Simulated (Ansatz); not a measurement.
## CuNi3N, space group Pm-3m: cell relaxations under several functionals, step by step

Computed with the Ansatz DFT code, driven from Python.

Notebook, run cell by cell (the value of a cell's last expression is shown):

**Cell 1**
```python
import warnings

import ansatz as az
import numpy as np
```

**Cell 2**
```python
def edges_and_angles(cell):
    cell = np.asarray(cell)
    a, b, c = np.linalg.norm(cell, axis=1)
    cosines = cell[1] @ cell[2] / (b * c), cell[0] @ cell[2] / (a * c), cell[0] @ cell[1] / (a * b)
    return (a, b, c, *np.degrees(np.arccos(cosines)))

warnings.simplefilter("ignore", az.DeckWarning)
```

**Cell 3**
```python
structure = (
    az.Lattice.of((3.70212746, 0.0, 0.0), (0.0, 3.70212746, 0.0), (0.0, 0.0, 3.70212746))
    .atom("Cu", (0.0, 0.0, 0.0))
    .atom("Ni", (0.0, 0.5, 0.5))
    .atom("Ni", (0.5, 0.5, 0.0))
    .atom("Ni", (0.5, 0.0, 0.5))
    .atom("N", (0.5, 0.5, 0.5))
    .moments(Ni=2.0)
)
```

**Cell 4**
```python
calc = (
    structure.calculation()
    .basis(550)
    .kpoints(6, 6, 6, center="gamma")
    .spin("collinear")
    .occupations(az.OccupationsMethod.FERMI_DIRAC, width=0.15)
    .relax(cell=True, force_tolerance=0.05)
)

levels = [("r2scan", "none"), ("pbesol", "none"), ("lda", "none")]
print("level            a       b       c    alpha   beta  gamma  V/atom  steps")
for name, dispersion in levels:
    seen = []
    run = calc.functional(name, dispersion=dispersion).session().plan()
    out = run.execute(on_event=lambda e: seen.append(e) if e["event"] == "relax_step" else None)
    cell = out.lattice.cell_ang
    label = name if dispersion == "none" else f"{name}+{dispersion}"
    print("{:13s} {:7.4f} {:7.4f} {:7.4f} {:6.2f} {:6.2f} {:6.2f}".format(label, *edges_and_angles(cell)), f"{abs(np.linalg.det(cell)) / len(out.lattice.sites):7.3f} {len(seen):5d}")
```
Output:
```text
level            a       b       c    alpha   beta  gamma  V/atom  steps
RunWarning: the starting moments were not kept: the SCF closed with an absolute magnetisation of 1.6e-4 μB, where they sum to 6 μB in size (3 sites). That is at most 0.1 of that sum. Measured as [...]
r2scan         3.7015  3.7015  3.7015  90.00  90.00  90.00  10.143     4
pbesol         3.6868  3.6868  3.6868  90.00  90.00  90.00  10.023     4
lda            3.6477  3.6477  3.6477  90.00  90.00  90.00   9.707     5
```

From smallest to largest: LDA (9.71 Å³ an atom, -4.3 % against the start), PBEsol (10.02 Å³ an atom, -1.2 % against the start) and r2SCAN (10.14 Å³ an atom, -0.1 % against the start). The spread is 4.5 % in volume.

Notes:
- The SCF didn't keep the moments it started from (some shrank, vanished or turned); what is printed is the state reached.
- Forces vanish by symmetry, so the ions can't move, and the end may be a saddle.
- For a metal this k-point mesh is coarse: on a finer one energies can move by several to tens of meV an atom and pressures by half a GPa or more, differences at one mesh by less.
- r2SCAN tends to overestimate the moments of itinerant magnets.
- The structure comes from a database of computed cells and needn't be a stable or known phase.
- Warnings are shown shortened and without file and line.
- The script silences the warnings on its input, which a real study should read.
- Run time: 4.1 min on 1 thread of Arm Neoverse V2, on a shared host, peak memory 0.65 GiB.
